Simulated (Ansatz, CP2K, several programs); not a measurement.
# What cheap methods get right for Bi4Te3 (Pilsenite)

Aim: run Bi4Te3 (Pilsenite) through methods of unlike cost and see what each gets, and at what price.

Computed with CP2K, Ansatz (versions at each run) (no spin polarisation, static lattice; gaps from single points on the cell relaxed beforehand with r²SCAN+rVV10, unless a step's input says otherwise).

### Step 1. The starting structure

It takes space group R-3m (No. 166, trigonal). Conventional cell: a = 4.450 Å, b = 4.450 Å, c = 42.647 Å, α = 90.00°, β = 90.00°, γ = 120.00°. Bi (site symmetry 3m) is surrounded by 6 Te at 3.08 to 3.26 Å. Around Bi (site symmetry 3m) lie 3 Bi at 3.05 Å. Around Te (site symmetry -3m) lie 6 Bi at 3.26 Å. Te (site symmetry 3m) has 3 Bi at 3.08 Å as nearest neighbours.

As a file:

```xyz
7
Lattice="2.2251 1.2847 14.2155 -2.2251 1.2847 14.2155 0.0000 -2.5694 14.2155" Properties=species:S:1:pos:R:3 pbc="T T T"
Bi    0.0000    0.0000   30.4352
Bi    0.0000    0.0000   12.2113
Bi    0.0000    0.0000    6.2870
Bi    0.0000    0.0000   36.3595
Te    0.0000    0.0000    0.0000
Te    0.0000    0.0000   17.9126
Te    0.0000    0.0000   24.7339
```

**Question.** The methods are PBE/DZVP, PBE/SZV, coarse PBE, PBE, r2SCAN. What gap does r2SCAN give on this cell, and which other methods (full PBE left aside) come nearest to r2SCAN and farthest in gap?

| quantity | value |
| --- | --- |
| r2SCAN | gap 0.02 eV |
| gap: nearest and farthest of the other methods | PBE/DZVP, coarse PBE (about 0.02 eV off); PBE/SZV (+0.03 eV) |

In words: For the gap (full PBE left aside), PBE/DZVP, coarse PBE tie for nearest to r2SCAN; PBE/SZV is farthest. A minimal basis or a coarse cutoff and mesh shifts results by its own error, so closeness to r2SCAN can be chance. No r2SCAN modulus is at hand, so moduli aren't ranked. CPU times run from 8.3 s (coarse PBE) to 4.8 min (PBE/DZVP). On this cell PBE/DZVP, PBE/SZV cost more than r2SCAN itself (72 s), so they are no saving here. r2SCAN is a yardstick, not the truth. Spin-orbit coupling is left out throughout, and with elements this heavy it can close so small a gap.
